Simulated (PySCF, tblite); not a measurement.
# C7H10OSi: geometry, infrared bands, NMR shifts, electronic excitations and core binding energies, part 2 of 2

tblite 0.8.0 and PySCF 2.14.0. Atoms count from 0. The steps go on from the part before.

### Step 7. Nuclear shieldings: HF/pcSseg-1

What the job is given:

```
{"job": {"kind": "nmr", "xc": "HF", "basis": "pcSseg-1", "pop": false}, "charge": 0, "multiplicity": 1}
C     -3.281583     0.677080    -0.009613
C     -1.806964     0.432449    -0.152199
C     -1.285539    -0.867557    -0.166361
C      0.080368    -1.103541    -0.266811
C      0.971607    -0.030970    -0.357981
O      2.292746    -0.311218    -0.457793
Si     3.580799     0.753393    -0.586607
C      0.471300     1.273954    -0.349314
C     -0.900835     1.492642    -0.248238
H     -3.870096    -0.152909    -0.427391
H     -3.568771     0.779418     1.050619
H     -3.588735     1.601555    -0.520209
H     -1.967989    -1.719798    -0.099551
H      0.482439    -2.118412    -0.281049
H      4.788489    -0.107667    -0.668329
H      3.651884     1.647117     0.608268
H      3.452181     1.594969    -1.814221
H      1.151614     2.127138    -0.426086
H     -1.273595     2.520961    -0.246744
```

Method: GIAO HF/pcSseg-1 NMR shielding, non-relativistic, gas phase.

The log of the run:

```text
final grid: 155312 points
cycle   1  E = -634.5209569002  dE =  2.225e+00  |g| = 6.453e-01  |ddm| = 4.094e+00
cycle   2  E = -634.6292315668  dE = -1.083e-01  |g| = 3.063e-01  |ddm| = 8.833e-01
cycle   3  E = -634.6470364453  dE = -1.780e-02  |g| = 1.026e-01  |ddm| = 3.299e-01
cycle   4  E = -634.6496264881  dE = -2.590e-03  |g| = 1.435e-02  |ddm| = 1.369e-01
cycle   5  E = -634.6496883487  dE = -6.186e-05  |g| = 4.336e-03  |ddm| = 2.342e-02
cycle   6  E = -634.6496948148  dE = -6.466e-06  |g| = 1.396e-03  |ddm| = 6.723e-03
cycle   7  E = -634.6496958609  dE = -1.046e-06  |g| = 5.332e-04  |ddm| = 2.417e-03
cycle   8  E = -634.6496960593  dE = -1.984e-07  |g| = 2.314e-04  |ddm| = 1.133e-03
cycle   9  E = -634.6496961128  dE = -5.351e-08  |g| = 1.092e-04  |ddm| = 5.179e-04
cycle  10  E = -634.6496961289  dE = -1.606e-08  |g| = 4.863e-05  |ddm| = 3.269e-04
cycle  11  E = -634.6496961322  dE = -3.290e-09  |g| = 1.837e-05  |ddm| = 1.629e-04
cycle  12  E = -634.6496961326  dE = -4.534e-10  |g| = 7.460e-06  |ddm| = 6.817e-05
converged SCF energy = -634.6496961326

GIAO shielding tensors (ppm)
atom      isotropic    diamagn.    paramagn.     s11        s22        s33       span
  0 C      170.741     237.606     -66.865    152.158    167.347    192.717     40.559
  1 C       55.277     262.994    -207.717    -55.048     33.548    187.332    242.380
  2 C       50.930     255.038    -204.109    -64.014     46.605    170.199    234.213
  3 C       64.672     254.130    -189.458    -32.391     57.066    169.342    201.733
  4 C       29.495     253.680    -224.185    -78.922     34.178    133.229    212.152
  5 O      274.728     401.240    -126.512    215.742    282.884    325.558    109.816
  6 Si     434.696     874.227    -439.531    402.886    411.957    489.246     86.360
  7 C       72.098     261.053    -188.956    -23.245     64.885    174.654    197.899
  8 C       52.470     254.624    -202.154    -61.988     48.600    170.797    232.785
  9 H       29.442      27.151       2.291     24.038     28.659     35.630     11.592
 10 H       29.058      26.429       2.628     25.375     26.003     35.795     10.420
 11 H       29.409      27.073       2.336     23.989     28.719     35.518     11.529
 12 H       24.257      33.063      -8.806     20.092     24.464     28.214      8.122
 13 H       24.424      32.181      -7.756     19.853     25.151     28.270      8.417
 14 H       27.146      27.762      -0.616     23.304     25.558     32.577      9.273
 15 H       27.108      28.769      -1.661     23.995     25.570     31.759      7.764
 16 H       27.112      28.348      -1.236     23.985     25.601     31.750      7.765
 17 H       24.985      34.070      -9.085     20.157     25.440     29.359      9.202
 18 H       24.311      32.895      -8.584     20.048     24.366     28.518      8.470
```

It took 38 s on 1 thread of Arm Neoverse N1, shared host; peak memory 0.98 GiB.

In short: δ C4 161.4, C2 139.1, C1 135.6, C3 122.5, H12 7.40, H13 6.98 ppm (means over like atoms).

### Step 8. X-ray photoelectron lines: SCAN, X2C

Same as in step 7 but for these lines:

```diff
@@ -1,2 +1,2 @@
-{"job": {"kind": "nmr", "xc": "HF", "basis": "pcSseg-1", "pop": false}, "charge": 0, "multiplicity": 1}
+{"job": {"kind": "xps"}, "charge": 0, "multiplicity": 1}
 C     -3.281583     0.677080    -0.009613
```

With the program's defaults for keys left out, this is: delta-SCF UKS SCAN, pcX-2 on the ionised atom, pcseg-1 elsewhere, spin-free X2C.

The log of the run:

```text
ground state, core basis on atom 0 (C), 211 functions
  cycle   1  E = -637.86246954  |g| = 6.98e-01
  cycle   2  E = -637.70540434  |g| = 1.12e+00
  cycle   3  E = -637.96525486  |g| = 2.02e-01
  cycle   4  E = -637.97356582  |g| = 5.50e-02
  cycle   5  E = -637.97409452  |g| = 3.27e-02
  cycle   6  E = -637.97439207  |g| = 9.12e-03
  cycle   7  E = -637.97441467  |g| = 3.09e-03
  cycle   8  E = -637.97441535  |g| = 7.05e-04
  cycle   9  E = -637.97441752  |g| = 6.06e-04
  cycle  10  E = -637.97441833  |g| = 7.66e-05
  E(ground) = -638.02405875 Eh
hole in C 1s of atom 0
  cycle   1  E = -626.73101414  |g| = 1.50e+00
  cycle   2  E = -625.62103982  |g| = 1.99e+00
  cycle   3  E = -627.08879107  |g| = 5.93e-01
  cycle   4  E = -627.11473386  |g| = 5.66e-01
  cycle   5  E = -627.28943142  |g| = 1.04e-01
  cycle   6  E = -627.29356972  |g| = 4.94e-02
  cycle   7  E = -627.29477938  |g| = 1.43e-02
  cycle   8  E = -627.29485175  |g| = 9.26e-03
  cycle   9  E = -627.29489849  |g| = 2.84e-03
  cycle  10  E = -627.29490352  |g| = 2.11e-03
  cycle  11  E = -627.29490933  |g| = 1.07e-03
  cycle  12  E = -627.29491102  |g| = 8.42e-04
  cycle  13  E = -627.29491212  |g| = 6.45e-04
  cycle  14  E = -627.29491473  |g| = 5.97e-04
  cycle  15  E = -627.29491700  |g| = 5.97e-04
  cycle  16  E = -627.29492412  |g| = 4.21e-04
  E(ion) = -627.34377757 Eh   <S^2> = 0.7711   hole on atom = 1.000   binding energy = 290.625 eV
ground state, core basis on atom 1 (C), 211 functions
  cycle   1  E = -637.97727095  |g| = 5.95e-02
  cycle   2  E = -637.97721124  |g| = 2.73e-02
  cycle   3  E = -637.97726352  |g| = 2.29e-02
  cycle   4  E = -637.97738308  |g| = 5.39e-03
  cycle   5  E = -637.97738799  |g| = 1.10e-03
  cycle   6  E = -637.97739012  |g| = 2.72e-04
  E(ground) = -638.02789301 Eh
hole in C 1s of atom 1
  cycle   1  E = -626.72293918  |g| = 1.53e+00
  cycle   2  E = -625.07028609  |g| = 2.31e+00
  cycle   3  E = -627.02006939  |g| = 7.26e-01
  cycle   4  E = -627.14861094  |g| = 5.59e-01
  cycle   5  E = -627.31428223  |g| = 1.16e-01
  cycle   6  E = -627.31841913  |g| = 6.15e-02
  cycle   7  E = -627.32013497  |g| = 1.89e-02
  cycle   8  E = -627.32034927  |g| = 9.70e-03
  cycle   9  E = -627.32044138  |g| = 5.40e-03
  cycle  10  E = -627.32055856  |g| = 4.43e-03
  cycle  11  E = -627.32063457  |g| = 3.60e-03
  cycle  12  E = -627.32070476  |g| = 2.78e-03
  cycle  13  E = -627.32073271  |g| = 1.81e-03
  cycle  14  E = -627.32073916  |g| = 7.35e-04
  cycle  15  E = -627.32073987  |g| = 4.46e-04
  E(ion) = -627.36994302 Eh   <S^2> = 0.8172   hole on atom = 1.000   binding energy = 290.018 eV
ground state, core basis on atom 2 (C), 211 functions
  cycle   1  E = -637.97649885  |g| = 6.00e-02
  cycle   2  E = -637.97630814  |g| = 3.69e-02
  cycle   3  E = -637.97641458  |g| = 2.98e-02
  cycle   4  E = -637.97662636  |g| = 6.71e-03
  cycle   5  E = -637.97663855  |g| = 1.10e-03
  cycle   6  E = -637.97663892  |g| = 2.81e-04
  E(ground) = -638.02715727 Eh
hole in C 1s of atom 2
  cycle   1  E = -626.72671629  |g| = 1.52e+00
  cycle   2  E = -625.48644101  |g| = 2.10e+00
  cycle   3  E = -627.08515019  |g| = 6.32e-01
  cycle   4  E = -627.18017619  |g| = 4.78e-01
  cycle   5  E = -627.31426051  |g| = 1.06e-01
  cycle   6  E = -627.31734057  |g| = 6.72e-02
  cycle   7  E = -627.31960224  |g| = 2.54e-02
  cycle   8  E = -627.32001590  |g| = 1.04e-02
  cycle   9  E = -627.32015650  |g| = 6.47e-03
  cycle  10  E = -627.32028023  |g| = 5.88e-03
  cycle  11  E = -627.32041171  |g| = 4.53e-03
  cycle  12  E = -627.32053597  |g| = 4.04e-03
  cycle  13  E = -627.32057504  |g| = 2.01e-03
  cycle  14  E = -627.32057760  |g| = 9.18e-04
  cycle  15  E = -627.32057952  |g| = 7.19e-04
  cycle  16  E = -627.32057931  |g| = 4.39e-04
  E(ion) = -627.37002616 Eh   <S^2> = 0.8254   hole on atom = 1.000   binding energy = 289.995 eV
ground state, core basis on atom 3 (C), 211 functions
  cycle   1  E = -637.97702607  |g| = 6.09e-02
  cycle   2  E = -637.97676596  |g| = 4.17e-02
  cycle   3  E = -637.97697401  |g| = 2.95e-02
  cycle   4  E = -637.97718823  |g| = 6.49e-03
  cycle   5  E = -637.97720099  |g| = 7.99e-04
  cycle   6  E = -637.97719995  |g| = 4.08e-04
  E(ground) = -638.02767027 Eh
hole in C 1s of atom 3
  cycle   1  E = -626.73102986  |g| = 1.52e+00
  cycle   2  E = -625.58567974  |g| = 2.07e+00
  cycle   3  E = -627.13209728  |g| = 5.82e-01
  cycle   4  E = -627.19854954  |g| = 4.59e-01
  cycle   5  E = -627.31919893  |g| = 1.03e-01
  cycle   6  E = -627.32280535  |g| = 5.82e-02
  cycle   7  E = -627.32430941  |g| = 1.48e-02
  cycle   8  E = -627.32442518  |g| = 9.42e-03
  cycle   9  E = -627.32450228  |g| = 5.20e-03
  cycle  10  E = -627.32454571  |g| = 4.42e-03
  cycle  11  E = -627.32460421  |g| = 3.63e-03
  cycle  12  E = -627.32466330  |g| = 3.09e-03
  cycle  13  E = -627.32476277  |g| = 2.23e-03
  cycle  14  E = -627.32479944  |g| = 1.20e-03
  cycle  15  E = -627.32479946  |g| = 8.03e-04
  cycle  16  E = -627.32479921  |g| = 8.06e-04
  cycle  17  E = -627.32480054  |g| = 3.86e-04
  E(ion) = -627.37471894 Eh   <S^2> = 0.8121   hole on atom = 1.000   binding energy = 289.882 eV
ground state, core basis on atom 4 (C), 211 functions
  cycle   1  E = -637.97945001  |g| = 5.99e-02
  cycle   2  E = -637.97923099  |g| = 3.60e-02
  cycle   3  E = -637.97922061  |g| = 3.61e-02
  cycle   4  E = -637.97955689  |g| = 8.77e-03
  cycle   5  E = -637.97957928  |g| = 1.58e-03
  cycle   6  E = -637.97958093  |g| = 5.32e-04
  cycle   7  E = -637.97958023  |g| = 8.66e-05
  E(ground) = -638.02999567 Eh
hole in C 1s of atom 4
  cycle   1  E = -626.66695805  |g| = 1.52e+00
  cycle   2  E = -624.53021021  |g| = 2.59e+00
  cycle   3  E = -627.03064835  |g| = 6.25e-01
  cycle   4  E = -627.01550509  |g| = 6.38e-01
  cycle   5  E = -627.25463922  |g| = 9.98e-02
  cycle   6  E = -627.25868433  |g| = 3.72e-02
  cycle   7  E = -627.25937276  |g| = 1.69e-02
  cycle   8  E = -627.25962759  |g| = 9.32e-03
  cycle   9  E = -627.25976279  |g| = 7.86e-03
  cycle  10  E = -627.25995858  |g| = 6.82e-03
  cycle  11  E = -627.26016508  |g| = 5.67e-03
  cycle  12  E = -627.26039621  |g| = 3.51e-03
  cycle  13  E = -627.26040802  |g| = 2.28e-03
  cycle  14  E = -627.26041150  |g| = 1.76e-03
  cycle  15  E = -627.26041471  |g| = 6.26e-04
  cycle  16  E = -627.26041521  |g| = 4.42e-04
  E(ion) = -627.30894574 Eh   <S^2> = 0.8582   hole on atom = 1.000   binding energy = 291.735 eV
ground state, core basis on atom 5 (O), 211 functions
  cycle   1  E = -638.00806169  |g| = 1.04e-01
  cycle   2  E = -638.00621304  |g| = 1.09e-01
  cycle   3  E = -638.00776876  |g| = 6.30e-02
  cycle   4  E = -638.00851339  |g| = 1.55e-02
  cycle   5  E = -638.00858221  |g| = 2.57e-03
  cycle   6  E = -638.00858572  |g| = 3.40e-04
  E(ground) = -638.05579454 Eh
hole in O 1s of atom 5
  cycle   1  E = -617.38470279  |g| = 2.23e+00
  cycle   2  E = -616.45866951  |g| = 2.42e+00
  cycle   3  E = -617.92303813  |g| = 7.38e-01
  cycle   4  E = -617.95277260  |g| = 6.82e-01
  cycle   5  E = -618.21984700  |g| = 1.18e-01
  cycle   6  E = -618.22363171  |g| = 7.76e-02
  cycle   7  E = -618.22674889  |g| = 1.11e-02
  cycle   8  E = -618.22679602  |g| = 5.00e-03
  cycle   9  E = -618.22680827  |g| = 2.47e-03
  cycle  10  E = -618.22681421  |g| = 1.57e-03
[... 30 cycles left out ...]
  cycle  41  E = -618.22671211  |g| = 1.90e-03
  cycle  42  E = -618.22669529  |g| = 2.50e-03
  cycle  43  E = -618.22675046  |g| = 6.66e-04
  cycle  44  E = -618.22677614  |g| = 1.32e-03
  cycle  45  E = -618.22678225  |g| = 1.55e-03
  cycle  46  E = -618.22678168  |g| = 1.55e-03
  cycle  47  E = -618.22678211  |g| = 1.55e-03
  cycle  48  E = -618.22678562  |g| = 1.64e-03
  cycle  49  E = -618.22679176  |g| = 1.85e-03
  cycle  50  E = -618.22678669  |g| = 1.64e-03
hole again with damping 0.5
  cycle   1  E = -617.38470279  |g| = 2.23e+00
  cycle   2  E = -616.45866951  |g| = 2.42e+00
  cycle   3  E = -617.82818763  |g| = 8.70e-01
  cycle   4  E = -618.03603580  |g| = 5.80e-01
  cycle   5  E = -618.12257493  |g| = 4.18e-01
  cycle   6  E = -617.47168792  |g| = 1.12e+00
  cycle   7  E = -618.22577523  |g| = 4.68e-02
  cycle   8  E = -618.22602854  |g| = 3.79e-02
  cycle   9  E = -618.22675834  |g| = 9.23e-03
  cycle  10  E = -618.22679756  |g| = 4.80e-03
[... 60 cycles left out ...]
  cycle  71  E = -618.22687662  |g| = 5.45e-03
  cycle  72  E = -618.22689188  |g| = 1.12e-02
  cycle  73  E = -618.22675347  |g| = 2.08e-03
  cycle  74  E = -618.22674628  |g| = 1.75e-03
  cycle  75  E = -618.22674179  |g| = 1.34e-03
  cycle  76  E = -618.22673546  |g| = 1.16e-03
  cycle  77  E = -618.22672550  |g| = 1.53e-03
  cycle  78  E = -618.22645768  |g| = 8.32e-03
  cycle  79  E = -618.22641807  |g| = 8.99e-03
  cycle  80  E = -618.22651051  |g| = 7.32e-03
hole again, all orbitals by overlap
  cycle   1  E = -617.38470279  |g| = 2.23e+00
  cycle   2  E = -616.45866951  |g| = 2.42e+00
  cycle   3  E = -617.82818763  |g| = 8.70e-01
  cycle   4  E = -618.03603580  |g| = 5.80e-01
  cycle   5  E = -618.12257493  |g| = 4.18e-01
  cycle   6  E = -617.47168792  |g| = 1.12e+00
  cycle   7  E = -618.22577523  |g| = 4.68e-02
  cycle   8  E = -618.22602854  |g| = 3.79e-02
  cycle   9  E = -618.22675834  |g| = 9.23e-03
  cycle  10  E = -618.22679756  |g| = 4.80e-03
[... 60 cycles left out ...]
  cycle  71  E = -618.22687662  |g| = 5.45e-03
  cycle  72  E = -618.22689188  |g| = 1.12e-02
  cycle  73  E = -618.22675347  |g| = 2.08e-03
  cycle  74  E = -618.22674628  |g| = 1.75e-03
  cycle  75  E = -618.22674179  |g| = 1.34e-03
  cycle  76  E = -618.22673546  |g| = 1.16e-03
  cycle  77  E = -618.22672550  |g| = 1.53e-03
  cycle  78  E = -618.22645768  |g| = 8.32e-03
  cycle  79  E = -618.22641807  |g| = 8.99e-03
  cycle  80  E = -618.22651051  |g| = 7.32e-03
  E(ion) = -618.27335897 Eh   <S^2> = 0.8076   hole on atom = 1.000   binding energy = 538.307 eV
ground state, core basis on atom 6 (Si), 222 functions
  cycle   1  E = -638.07276677  |g| = 3.01e-01
  cycle   2  E = -638.06887877  |g| = 1.74e-01
  cycle   3  E = -638.06661584  |g| = 1.96e-01
  cycle   4  E = -638.07409215  |g| = 2.98e-02
  cycle   5  E = -638.07430772  |g| = 1.14e-02
  cycle   6  E = -638.07434215  |g| = 1.58e-03
  cycle   7  E = -638.07434441  |g| = 5.25e-04
  cycle   8  E = -638.07434152  |g| = 1.88e-04
  E(ground) = -638.08306648 Eh
hole in Si 1s of atom 6
  cycle   1  E = -569.11869384  |g| = 4.35e+00
  cycle   2  E = -565.07112310  |g| = 2.95e+00
  cycle   3  E = -543.27001593  |g| = 5.29e+00
  cycle   4  E = -569.58693333  |g| = 9.29e-01
  cycle   5  E = -569.97498481  |g| = 6.76e-01
  cycle   6  E = -570.14208936  |g| = 2.40e-01
  cycle   7  E = -570.16457187  |g| = 1.19e-01
  cycle   8  E = -570.17183874  |g| = 4.89e-02
  cycle   9  E = -570.17318972  |g| = 1.21e-02
  cycle  10  E = -570.17325873  |g| = 4.70e-03
  cycle  11  E = -570.17327063  |g| = 1.60e-03
  cycle  12  E = -570.17327133  |g| = 7.79e-04
  cycle  13  E = -570.17327186  |g| = 2.94e-04
  E(ion) = -570.18943793 Eh   <S^2> = 0.7523   hole on atom = 1.000   binding energy = 1847.480 eV
hole in Si 2p of atom 6
  cycle   1  E = -633.77914816  |g| = 1.23e+00
  cycle   2  E = -632.24867657  |g| = 1.63e+00
  cycle   3  E = -633.61977645  |g| = 8.60e-01
  cycle   4  E = -634.04980476  |g| = 2.94e-01
  cycle   5  E = -634.07190024  |g| = 2.36e-01
  cycle   6  E = -634.09944703  |g| = 5.70e-02
  cycle   7  E = -634.10083881  |g| = 2.69e-02
  cycle   8  E = -634.10121150  |g| = 1.02e-02
  cycle   9  E = -634.10126985  |g| = 3.29e-03
  cycle  10  E = -634.10127543  |g| = 9.17e-04
  cycle  11  E = -634.10127559  |g| = 4.56e-04
  E(ion) = -634.12029986 Eh   <S^2> = 0.7516   hole on atom = 1.003   binding energy = 107.832 eV
  2p3/2 = 107.584 eV   2p1/2 = 108.209 eV
```

It took 10 min on 1 thread of Arm Neoverse N1, shared host; peak memory 0.75 GiB.

Why it failed: The run did not converge. Numbers from the part that failed are no properties of the molecule.

### Step 9. Run by run: NMR shifts

Shifts (ppm) of some atoms, chosen among heavy atoms and hydrogens apart, means over like atoms, with basis size and wall time:

```csv
run,C2,C3,C0,H12,H14,O5,Si6,functions,time
PBE0/pcSseg-1,135.7,121.3,22.3,7.20,5.03,93.4,-37.5,210,84 s
HF/pcSseg-1,139.1,122.5,20.1,7.40,4.56,58.6,-41.3,210,38 s
```

### Step 10. Results

What follows sums up all 2 parts.

```
                                                               quantity                                            value
                              strongest single infrared mode (GFN2-xTB)                            2226 cm⁻¹, 419 km/mol
                                           zero-point energy (GFN2-xTB)                                    89.9 kcal/mol
                                                            point group                                               C1
                                   rotational constants (main isotopes)                             4.52, 0.69, 0.61 GHz
13C shifts against TMS (PBE0/pcSseg-1, means over atoms taken as alike)             160.3, 135.7, 134.6, 121.3, 22.3 ppm
 1H shifts against TMS (PBE0/pcSseg-1, means over atoms taken as alike)                       7.20, 6.85, 5.03, 2.31 ppm
                                 17O shifts against H2O (PBE0/pcSseg-1)                                         93.4 ppm
                                29Si shifts against TMS (PBE0/pcSseg-1)                                        -37.5 ppm
                                  surface potential, 1st and 99th percentile                               -0.94 V and 1.25 V
                                     lowest singlet (wB97X-D/def2-SVPD)                      5.09 eV (243 nm), f = 0.027
                               brightest single state of those computed                      state 5, 6.86 eV, f = 0.848
                                                         lowest triplet                                          4.06 eV
                                      vertical ionisation energy (ΔSCF)                                          8.18 eV
                                               range of the shift of O5                                 58.6 to 93.4 ppm
                                          property runs in this session  4, of which 1 failed and 0 gave unsound results
```

**Reading.** Over 21 steps the energy fell by 0.164 eV; of the close pairs, O5–Si6 changed most, 1.663 to 1.623 Å (GFN2-xTB). No mode is imaginary among the 51: a minimum at this level. The strongest single mode, at 2226 cm⁻¹, moves mainly H15 and H16. GFN2-xTB is a fitted tight-binding method: band positions and strengths are rough. Its intensities can rank the bands wrongly. The optimisation took 6 steps and gained 0.278 eV; among the close pairs (by a distance rule), O5–Si6 changed most, from 1.630 to 1.676 Å (PBE0/def2-SVP). No frequency check was run at this level, so the end point may be a saddle. At PBE0/pcSseg-1: The largest span, 229 ppm, is at C1, where the paramagnetic term is -213 ppm. NICS(1)zz of -26 ppm above the planar ring from C1 marks a diatropic (aromatic) ring current. The lowest singlet, at 5.09 eV, is HOMO→LUMO 0.80, HOMO−1→LUMO+1 0.18 and is weak; of the 10 states computed, the strongest absorption comes from state 5 at 6.86 eV. The lowest triplet lies 1.04 eV below the lowest singlet (triplets in Tamm-Dancoff, singlets in full TDDFT). The orbital energy would give 8.15 eV for ionisation, ΔSCF gives 8.18 eV. In ppm, O5 moves most: its shift spreads over 34.8 ppm, from 58.6 (HF/pcSseg-1) to 93.4 (PBE0/pcSseg-1).
